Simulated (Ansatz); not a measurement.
# C2H6AlNO: basis-set convergence

Aim: see how fast density functionals converge with the basis set for C2H6AlNO.

Method: one geometry, several basis sets; program: Ansatz 0.2.0, Gaussian basis.

Levels to be run: PBE0-D4/def2-SVP; ωB97M-V/def2-SVP; PBE0-D4/def2-QZVPP; ωB97M-V/def2-QZVPP; the functionals' def2-TZVPP values are taken from earlier runs.

**1. The relaxed structure**

The geometry comes from an earlier relaxation with PBE0-D4 in a triple-zeta def2 set; it is a stationary point, not always the lowest conformer.

SMILES `O[CH]1C[NH][AlH]1`, 11 atoms, charge 0, spin multiplicity 1.

Atoms are counted from 1 here; the program's logs count them from 0.

Bond lengths: O1–C2 1.428 Å, O1–H6 0.959 Å, C2–C3 1.547 Å, C2–Al5 1.996 Å, C2–H7 1.096 Å, C3–N4 1.471 Å, C3–H8 1.098 Å, C3–H9 1.096 Å, N4–Al5 1.761 Å, N4–H10 1.005 Å, Al5–H11 1.586 Å. Angles: C2–O1–H6 108.0°, O1–C2–C3 109.5°, O1–C2–Al5 120.5°, O1–C2–H7 110.1°, C3–C2–Al5 83.7°, C3–C2–H7 110.2°, Al5–C2–H7 119.0°, C2–C3–N4 103.5°, C2–C3–H8 111.8°, C2–C3–H9 108.3°, N4–C3–H8 112.1°, N4–C3–H9 112.9°, H8–C3–H9 108.2°, C3–N4–Al5 94.8°, C3–N4–H10 117.9°, Al5–N4–H10 147.3°, C2–Al5–N4 78.0°, C2–Al5–H11 147.3° and more.

Geometry (Å):

```xyz
11

O    -1.6738    0.5153    0.8785
C    -0.5084    0.6973    0.0737
C     0.6949   -0.0115    0.7404
N     1.1511   -0.9556   -0.2916
Al   -0.1180   -0.5430   -1.4403
H    -2.4234    0.8732    0.3992
H    -0.2976    1.7664   -0.0474
H     1.4803    0.7004    1.0248
H     0.3397   -0.5111    1.6492
H     1.9593   -1.5177   -0.0904
H    -0.5387   -1.0706   -2.8757
```

**2. PBE0-D4 in def2-SVP**

Contents of in.yaml:

```yaml
crystal:
  periodic: [false, false, false]
  atoms:
    - {symbol: O, position_ang: [-1.673806, 0.515349, 0.878518]}
    - {symbol: C, position_ang: [-0.508361, 0.697283, 0.073691]}
    - {symbol: C, position_ang: [0.694905, -0.011465, 0.740414]}
    - {symbol: N, position_ang: [1.151062, -0.955618, -0.291579]}
    - {symbol: Al, position_ang: [-0.117982, -0.543004, -1.440292]}
    - {symbol: H, position_ang: [-2.423409, 0.873198, 0.399223]}
    - {symbol: H, position_ang: [-0.297640, 1.766390, -0.047384]}
    - {symbol: H, position_ang: [1.480326, 0.700423, 1.024840]}
    - {symbol: H, position_ang: [0.339739, -0.511100, 1.649167]}
    - {symbol: H, position_ang: [1.959330, -1.517742, -0.090396]}
    - {symbol: H, position_ang: [-0.538664, -1.070612, -2.875703]}
basis:
  gaussian: {orbitals: def2-SVP}
hamiltonian: {xc: pbe0, dispersion: d4}
output: {orbitals: {seedname: orbitals}}
```

On the command line:

```console
$ ansatz run in.yaml --threads 4 --pin off --events-out ev --progress --plain --max-ram 10444MiB
```

After this run come: ωB97M-V in def2-SVP; PBE0-D4 in def2-QZVPP; ωB97M-V in def2-QZVPP.

Before running them: what should the planned runs give, taken together? Wanted: PBE0-D4: double and triple zeta above quadruple; ωB97M-V: double and triple zeta above quadruple.

The runs gave:

```
                                       quantity          value
PBE0-D4: double and triple zeta above quadruple  9.48, 0.54 eV
ωB97M-V: double and triple zeta above quadruple  9.68, 0.52 eV
```

**Reading.** For PBE0-D4 the step from double to triple zeta gains 8.94 eV and the next only 0.54 eV. These are total energies; as a rule much of such shifts cancels in differences, which this series doesn't test. The LUMO of ωB97M-V is positive and keeps falling with the basis (1.25 to 0.56 eV): an unbound level that the basis holds in place.
